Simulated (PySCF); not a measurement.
# C₇H₅ClF+: magnetic properties

Wanted: magnetic properties for C₇H₅ClF+ (`Fc1ccc[c+](Cl)cc1`).

Programs: PySCF 2.14.0, with routines of our own; each step states its level. All values are computed. Atoms count from 0.

## 1. The system as given

14 atoms, charge 1, multiplicity 1; geometry from: GFN2-xTB.

## 2. Magnetic properties: GIAO PBE0/pcSseg-1

What the job is given:

```
{"job": {"kind": "mag", "xc": "PBE0", "basis": "pcSseg-1", "isotopologues": 0}, "charge": 1, "multiplicity": 1}
F     -2.749086    -1.012896    -0.145196
C     -1.519673    -0.536769    -0.080159
C     -1.410279     0.845038    -0.047693
C     -0.241294     1.597622     0.017983
C      1.074730     1.170091     0.067469
C      1.582777    -0.136554     0.065601
Cl     3.275054    -0.299155     0.134042
C      0.846823    -1.339888     0.012657
C     -0.511874    -1.516679    -0.053251
H     -2.351411     1.383965    -0.077255
H     -0.383888     2.672170     0.031303
H      1.823608     1.952343     0.115798
H      1.445694    -2.243357     0.025968
H     -0.881858    -2.536403    -0.089435
```

Level: GIAO PBE0/pcSseg-1 magnetisability, rotational g tensor and spin-rotation constants, non-relativistic, gas phase.

The run is started by

```
$ OMP_NUM_THREADS=1 python excited_run.py task.json out
```

This one command runs all jobs of the session in turn.

What it wrote:

```text
coarse grid: 13416 points
cycle   1  E = -828.7428633052  dE =  1.912e+00  |g| = 5.341e-01  |ddm| = 3.906e+00
cycle   2  E = -828.6662014297  dE =  7.666e-02  |g| = 8.512e-01  |ddm| = 1.458e+00
cycle   3  E = -828.8043584420  dE = -1.382e-01  |g| = 6.174e-02  |ddm| = 8.437e-01
cycle   4  E = -828.8045857719  dE = -2.273e-04  |g| = 4.709e-02  |ddm| = 9.428e-02
cycle   5  E = -828.8051564375  dE = -5.707e-04  |g| = 1.288e-02  |ddm| = 5.738e-02
cycle   6  E = -828.8051973987  dE = -4.096e-05  |g| = 5.311e-03  |ddm| = 1.757e-02
cycle   7  E = -828.8052040260  dE = -6.627e-06  |g| = 8.246e-04  |ddm| = 5.374e-03
final grid: 128672 points
cycle   8  E = -828.8623200549  dE = -3.813e-05  |g| = 6.593e-03  |ddm| = 4.588e-02
cycle   9  E = -828.8623156438  dE =  4.411e-06  |g| = 8.018e-03  |ddm| = 1.500e-02
cycle  10  E = -828.8623300482  dE = -1.440e-05  |g| = 1.629e-03  |ddm| = 9.015e-03
cycle  11  E = -828.8623304583  dE = -4.101e-07  |g| = 2.827e-04  |ddm| = 1.661e-03
cycle  12  E = -828.8623304710  dE = -1.269e-08  |g| = 1.258e-04  |ddm| = 4.303e-04
cycle  13  E = -828.8623304748  dE = -3.782e-09  |g| = 4.133e-05  |ddm| = 1.696e-04
cycle  14  E = -828.8623304753  dE = -4.607e-10  |g| = 1.321e-05  |ddm| = 5.826e-05
converged SCF energy = -828.8623304753

Magnetisability tensor (1e-30 J/T^2)
     -923.33       -2.85       47.00
       -2.85     -842.71       21.27
       47.00       21.27    -1981.71
isotropic -1249.25   principal values   -1984.19   -921.29   -842.27
isotropic susceptibility -75.232 1e-6 cm^3/mol

Inertial axes            a          b          c
rot. const./GHz      3.3977     0.8198     0.6605
chi total           -55.476    -50.728   -119.491
chi diamagnetic    -451.491  -1384.025  -1733.800
chi paramagnetic    396.015   1333.297   1614.309
quadrupole/D A        5.288     12.587    -17.876
g nuclear            0.5869     0.4991     0.5162
g electronic        -0.6321    -0.5135    -0.5009
g total             -0.0452    -0.0144     0.0153

Spin-rotation constants (kHz, H = +C I.J)
atom  isotope        aa         bb         cc
  0    19F        6.230      1.682      0.521
  6   35Cl        0.933      0.403      0.260
  9     1H        0.118     -0.040     -0.077
 10     1H       -0.409      0.089     -0.075
 11     1H        0.002     -0.008     -0.076
 12     1H       -0.221      0.046     -0.076
 13     1H       -0.297      0.059     -0.077
  1    13C*       1.881      0.323      0.152
  2    13C*       1.558      0.336      0.086
  3    13C*       1.373      0.438      0.067
  4    13C*       1.575      0.366      0.095
  5    13C*       1.888      0.354      0.114
  7    13C*       1.452      0.409      0.089
  8    13C*       1.376      0.381      0.084
* in the singly substituted isotopologue
```

Wall time 49 s (1 thread of Arm Neoverse N1, shared host); peak memory 0.88 GiB.

Key values:

| quantity | value |
| --- | --- |
| magnetisability | -1249·10⁻³⁰ J/T² |
| molar susceptibility | -75.2·10⁻⁶ cm³/mol |
| rotational g (a, b, c) | -0.0452, -0.0144, 0.0153 |

## 3. Magnetic properties: GIAO KT2/def2-SVP

What the job is given:

```
{"job": {"kind": "mag", "xc": "KT2", "basis": "def2-SVP", "scf": {"max_cycle": 65}}, "charge": 1, "multiplicity": 1}
F     -3.023995    -1.114186    -0.159716
C     -1.671640    -0.590446    -0.088175
C     -1.551307     0.929542    -0.052462
C     -0.265423     1.757384     0.019781
C      1.182203     1.287100     0.074216
C      1.741055    -0.150209     0.072161
Cl     3.602559    -0.329071     0.147446
C      0.931505    -1.473877     0.013923
C     -0.563061    -1.668347    -0.058576
H     -2.586552     1.522362    -0.084981
H     -0.422277     2.939387     0.034433
H      2.005969     2.147577     0.127378
H      1.590263    -2.467693     0.028565
H     -0.970044    -2.790043    -0.098379
```

Method: GIAO KT2/def2-SVP magnetisability, rotational g tensor and spin-rotation constants, non-relativistic, gas phase.

What it wrote:

```text
final grid: 128672 points
cycle   1  E = -838.3711984858  dE =  4.077e-01  |g| = 7.395e-01  |ddm| = 4.081e+00
cycle   2  E = -836.5029705741  dE =  1.868e+00  |g| = 3.002e+00  |ddm| = 3.522e+00
cycle   3  E = -838.4378948104  dE = -1.935e+00  |g| = 4.218e-01  |ddm| = 2.906e+00
cycle   4  E = -838.4714157737  dE = -3.352e-02  |g| = 2.728e-01  |ddm| = 7.763e-01
cycle   5  E = -838.4901549497  dE = -1.874e-02  |g| = 1.282e-01  |ddm| = 3.754e-01
cycle   6  E = -838.4953146674  dE = -5.160e-03  |g| = 2.550e-02  |ddm| = 1.590e-01
cycle   7  E = -838.4954448511  dE = -1.302e-04  |g| = 1.660e-02  |ddm| = 4.145e-02
cycle   8  E = -838.4955361263  dE = -9.128e-05  |g| = 4.492e-03  |ddm| = 2.334e-02
cycle   9  E = -838.4955410088  dE = -4.882e-06  |g| = 2.736e-03  |ddm| = 7.849e-03
cycle  10  E = -838.4955433073  dE = -2.299e-06  |g| = 5.658e-04  |ddm| = 3.242e-03
cycle  11  E = -838.4955433916  dE = -8.432e-08  |g| = 1.137e-04  |ddm| = 8.567e-04
cycle  12  E = -838.4955433947  dE = -3.019e-09  |g| = 6.118e-05  |ddm| = 2.661e-04
cycle  13  E = -838.4955433958  dE = -1.125e-09  |g| = 2.460e-05  |ddm| = 9.362e-05
cycle  14  E = -838.4955433958  dE =  1.205e-11  |g| = 2.464e-05  |ddm| = 4.264e-05
converged SCF energy = -838.4955433958

Magnetisability tensor (1e-30 J/T^2)
     -928.14       -5.30       52.64
       -5.30     -845.69       23.60
       52.64       23.60    -2114.55
isotropic -1296.13   principal values   -2117.32   -926.04   -845.02
isotropic susceptibility -78.055 1e-6 cm^3/mol

Inertial axes            a          b          c
rot. const./GHz      2.8080     0.6776     0.5458
chi total           -55.767    -50.888   -127.508
chi diamagnetic    -526.304  -1655.249  -2076.779
chi paramagnetic    470.537   1604.360   1949.270
quadrupole/D A        6.705     16.519    -23.224
g nuclear            0.5869     0.4991     0.5162
g electronic        -0.6207    -0.5107    -0.4999
g total             -0.0338    -0.0115     0.0163

Spin-rotation constants (kHz, H = +C I.J)
atom  isotope        aa         bb         cc
  0    19F        5.377      1.837      0.838
  6   35Cl        0.781      0.430      0.294
  9     1H        0.092     -0.025     -0.050
 10     1H       -0.273      0.062     -0.050
 11     1H        0.010     -0.004     -0.050
 12     1H       -0.140      0.032     -0.051
 13     1H       -0.192      0.042     -0.051
  1    13C*       1.522      0.286      0.149
  2    13C*       1.263      0.280      0.092
  3    13C*       1.063      0.350      0.079
  4    13C*       1.274      0.301      0.101
  5    13C*       1.523      0.310      0.131
  7    13C*       1.173      0.326      0.094
  8    13C*       1.117      0.307      0.089
* in the singly substituted isotopologue
```

It took 51 s on 1 thread of Arm Neoverse N1, shared host; peak memory 0.57 GiB.

All coordinates were scaled by 1.1, so these values belong to a distorted geometry and are kept out of the summary.

## 4. Outcome

| quantity | value |
| --- | --- |
| magnetisability (step 2, GIAO PBE0/pcSseg-1) | -1249·10⁻³⁰ J/T² |
| molar susceptibility (step 2, GIAO PBE0/pcSseg-1) | -75.2·10⁻⁶ cm³/mol |
| rotational g (a, b, c) (step 2, GIAO PBE0/pcSseg-1) | -0.0452, -0.0144, 0.0153 |
| runs | 0 failed, 1 ended on unsound input |

In words: For an ion, the motion of the centre of mass in the field is left out. Vibrational averaging and real surroundings are missing from these values.
